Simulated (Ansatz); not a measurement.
Run this with Ansatz's Python interface and show what comes out.

`bde_h3o2sb.py`
```python
"""Cost of removing each kind of hydrogen from H3O2Sb, fragments frozen."""

import ansatz as az


def total_energy(molecule, charge=0, unpaired=0):
    calc = (
        molecule.calculation()
        .basis(gaussian="def2-TZVP")
        .functional("hf")
    )
    if charge:
        calc = calc.charge(charge)
    if unpaired:
        calc = calc.spin("collinear", total=unpaired)
    return calc.run(threads=1).report["free_energy_ev"]

def without(molecule, index):
    rest = az.Crystal.molecule()
    for i, site in enumerate(molecule.cartesian_sites):
        if i != index:
            rest = rest.atom(site.symbol, site.position_ang)
    return rest


def main() -> None:
    geometry_ang = [
        ("O", (-1.1902, -0.7387, -0.1865)),
        ("Sb", (0.5121, 0.1447, -0.7583)),
        ("O", (1.1707, 0.1163, 1.1326)),
        ("H", (-1.768, -0.5333, -0.9726)),
        ("H", (-0.1348, 1.7618, -0.5643)),
        ("H", (1.4524, -0.8148, 1.3028)),
    ]
    system = az.Crystal.molecule()
    for symbol, xyz in geometry_ang:
        system = system.atom(symbol, xyz)

    whole = total_energy(system, 0)
    hydrogen = total_energy(az.Crystal.molecule().atom("H", (0, 0, 0)), 0, 1)
    print(f"E(molecule) = {whole:.5f} eV, E(H) = {hydrogen:.5f} eV")
    for index in [5, 4]:
        radical = total_energy(without(system, index), 0, 1)
        print(f"H{index}: homolysis {23.060548 * (radical + hydrogen - whole):.1f} kcal/mol")
        anion = total_energy(without(system, index), -1)
        print(f"H{index}: loss of a proton {23.060548 * (anion - whole):.1f} kcal/mol")


if __name__ == "__main__":
    main()
```

Output of `python bde_h3o2sb.py`:
```text
E(molecule) = -10634.15745 eV, E(H) = -13.60052 eV
H5: homolysis 81.4 kcal/mol
H5: loss of a proton 389.5 kcal/mol
H4: homolysis 46.0 kcal/mol
H4: loss of a proton 361.1 kcal/mol
```

The settings weren't tested for convergence. The geometry is a force-field or estimated start, not a minimum of this method, and the basis set is short of its limit. All parts are taken at fixed geometry, without zero-point energy. def2 sets replace the cores of elements past krypton by effective core potentials. Hartree-Fock leaves correlation out, so bond, atomisation and ionisation energies come out well too low. The spin-orbit lowering of heavy atoms is left out. Anions want diffuse functions, which this basis lacks. Finished in 30 s on 1 thread of Arm Neoverse V1 (shared host), peak memory 0.42 GiB.
